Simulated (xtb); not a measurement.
# C2H7OSi (SMILES CCO[SiH2]): GFN1-xTB

What is the energy change on altering one bond length of C2H7OSi at GFN1-xTB? 

The results are computed with xtb 6.7.1.

8 further runs of the same task are left out: 8 set aside as unsound or not needed.

### 1 The system as given

C2H7OSi: 11 atoms, total charge 0, spin state doublet. SMILES: `CCO[SiH2]`. The coordinates come from a GFN2-xTB relaxation. This is one conformer, not always the lowest.

Bond lengths: C1–C2 1.522 Å, C2–O3 1.392 Å, O3–Si4 1.629 Å, C1–H5 1.087 Å, C1–H6 1.087 Å, C1–H7 1.088 Å, C2–H8 1.098 Å, C2–H9 1.099 Å, Si4–H10 1.449 Å, Si4–H11 1.461 Å. Some angles: C1–C2–O3 109.6°, C2–O3–Si4 130.9°, C1–C2–H8 110.1°, C1–C2–H9 110.1°, O3–C2–H8 110.0°, O3–C2–H9 109.3°, C2–C1–H5 109.8°, C2–C1–H6 110.1°, C2–C1–H7 110.0°, O3–Si4–H10 99.2°.

### 2 Energy and gradient at GFN1-xTB

struc.xyz reads:

```xyz
11
C2H7OSi
C     -0.30628     1.43804     0.79942
C     -0.59157     0.03952     0.27110
O      0.36640    -0.30483    -0.67870
Si     0.68882    -1.72866    -1.40253
H     -0.30476     2.14863    -0.02316
H     -1.06548     1.72708     1.52097
H      0.66957     1.46247     1.27898
H     -0.57995    -0.68461     1.09656
H     -1.58882     0.00688    -0.18962
H      1.79101    -1.31466    -2.24699
H      0.92106    -2.78986    -0.42603
```

Started as:

```console
$ xtb --uhf 1 --gfn 1 --json --grad -- struc.xyz > struc.out 2> xtb.err
```

Standard output, cut to the lines that bear on the results:

```text
* xtb version 6.7.1
[...]
          :  # basis functions                  36          :
[...]
          :  # electrons                        25          :
[...]
          :  Hamiltonian                  GFN1-xTB          :
[...]
          :  net charge                          0          :
          :  unpaired electrons                  1          :
[...]
   *** convergence criteria satisfied after 9 iterations ***
[...]
         ::                     SUMMARY                     ::
         :::::::::::::::::::::::::::::::::::::::::::::::::::::
         :: total energy             -14.549306657041 Eh    ::
         :: gradient norm              0.039256469462 Eh/a0 ::
         :: HOMO-LUMO gap              3.340115191114 eV    ::
         ::.................................................::
         :: SCC energy               -14.685756956151 Eh    ::
         :: -> electrostatic           0.031531336253 Eh    ::
         :: repulsion energy           0.139597707942 Eh    ::
         :: dispersion energy         -0.003147408832 Eh    ::
         :: halogen bond corr.         0.000000000000 Eh    ::
         :: add. restraining           0.000000000000 Eh    ::
         :: total charge              -0.000000000000 e     ::
         :::::::::::::::::::::::::::::::::::::::::::::::::::::
[...]
        13        1.0000           -0.3004227              -8.1749 (HOMO)
        14                         -0.1776757              -4.8348 (LUMO)
[...]
     #   Z sym  total        # sym  WBO       # sym  WBO       # sym  WBO
 ---------------------------------------------------------------------------
     1   6 C    3.996 --     2 C    1.011     6 H    0.988     7 H    0.986
                             5 H    0.986
     2   6 C    3.908 --     1 C    1.011     8 H    0.977     9 H    0.976
                             3 O    0.908
     3   8 O    2.362 --     4 Si   1.384     2 C    0.908
     4  14 Si   3.368 --     3 O    1.384    11 H    0.964    10 H    0.962
     5   1 H    1.006 --     1 C    0.986
     6   1 H    1.004 --     1 C    0.988
     7   1 H    1.006 --     1 C    0.986
     8   1 H    1.011 --     2 C    0.977
     9   1 H    1.015 --     2 C    0.976
    10   1 H    1.011 --     4 Si   0.962
    11   1 H    1.009 --     4 Si   0.964
[...]
          | TOTAL ENERGY              -14.549306657041 Eh   |
          | GRADIENT NORM               0.039256469462 Eh/α |
          | HOMO-LUMO GAP               3.340115191114 eV   |
           -------------------------------------------------
[...]
```

Standard error:

```text
normal termination of xtb
```

It took 0.081 s on 1 thread of Intel Xeon Platinum 8259CL at 2.50GHz (Skylake/Cascade Lake), shared host.

### 3 The distorted shape, same level

detailed.inp reads:

```
$chrg 0
$spin 1
$end
```

start.xyz reads:

```xyz
11

C     -0.63695300     1.31383400     1.05277000
C     -0.92224300    -0.08468600     0.52445000
O      0.03572700    -0.42903600    -0.42535000
Si     0.35814700    -1.85286600    -1.14918000
H     -0.63543300     2.02442400     0.23019000
H     -1.39615300     1.60287400     1.77432000
H      0.33889700     1.33826400     1.53233000
H     -0.91062300    -0.80881600     1.34991000
H     -1.91949300    -0.11732600     0.06373000
H      1.79101000    -1.31466000    -2.24699000
H      0.59038700    -2.91406600    -0.17268000
```

Started as:

```console
$ xtb -I detailed.inp --grad --gfn 1 -- start.xyz | tee run.log
```

Standard output, cut to the lines that bear on the results:

```text
* xtb version 6.7.1
[...]
          :  # basis functions                  36          :
[...]
          :  # electrons                        25          :
[...]
          :  Hamiltonian                  GFN1-xTB          :
[...]
          :  net charge                          0          :
          :  unpaired electrons                  1          :
[...]
   *** convergence criteria satisfied after 9 iterations ***
[...]
         ::                     SUMMARY                     ::
         :::::::::::::::::::::::::::::::::::::::::::::::::::::
         :: total energy             -14.520626336143 Eh    ::
         :: gradient norm              0.085548547661 Eh/a0 ::
         :: HOMO-LUMO gap              3.139287642153 eV    ::
         ::.................................................::
         :: SCC energy               -14.647503882016 Eh    ::
         :: -> electrostatic           0.032927285231 Eh    ::
         :: repulsion energy           0.130141565692 Eh    ::
         :: dispersion energy         -0.003264019819 Eh    ::
         :: halogen bond corr.         0.000000000000 Eh    ::
         :: add. restraining           0.000000000000 Eh    ::
         :: total charge               0.000000000000 e     ::
         :::::::::::::::::::::::::::::::::::::::::::::::::::::
[...]
        13        1.0000           -0.3050690              -8.3014 (HOMO)
        14                         -0.1897023              -5.1621 (LUMO)
[...]
          | TOTAL ENERGY              -14.520626336143 Eh   |
          | GRADIENT NORM               0.085548547661 Eh/α |
          | HOMO-LUMO GAP               3.139287642153 eV   |
           -------------------------------------------------
[...]
```

Standard error:

```text
normal termination of xtb
```

Wall time 0.048 s (1 thread of Intel Xeon Platinum 8259CL at 2.50GHz (Skylake/Cascade Lake), shared host).

### 4 What came out

Level: GFN1-xTB.

```
                                                           quantity         value
                                          first shape: total energy  -14.54931 Eh
                                         first shape: dipole moment        1.75 D
                           first shape: HOMO energy (partly filled)      -8.17 eV
                                           first shape: LUMO energy      -4.83 eV
                                     first shape: dispersion energy  -8.26 kJ/mol
                              first shape: largest force on an atom    1.287 eV/Å
                                      distorted shape: total energy  -14.52063 Eh
                                     distorted shape: dipole moment        2.94 D
                       distorted shape: HOMO energy (partly filled)      -8.30 eV
                                       distorted shape: LUMO energy      -5.16 eV
                                 distorted shape: dispersion energy  -8.57 kJ/mol
                          distorted shape: largest force on an atom    3.060 eV/Å
energy change with the Si4–H10 bond stretched from 1.449 to 1.884 Å      0.780 eV
```

With the Si4–H10 bond stretched from 1.449 to 1.884 Å the energy rises by 0.78 eV (75.3 kJ/mol). The first shape isn't relaxed at this level, so the change isn't measured from a minimum. The largest force (first shape) is 1.29 eV/Å: the shape isn't a stationary point for this species at this level.
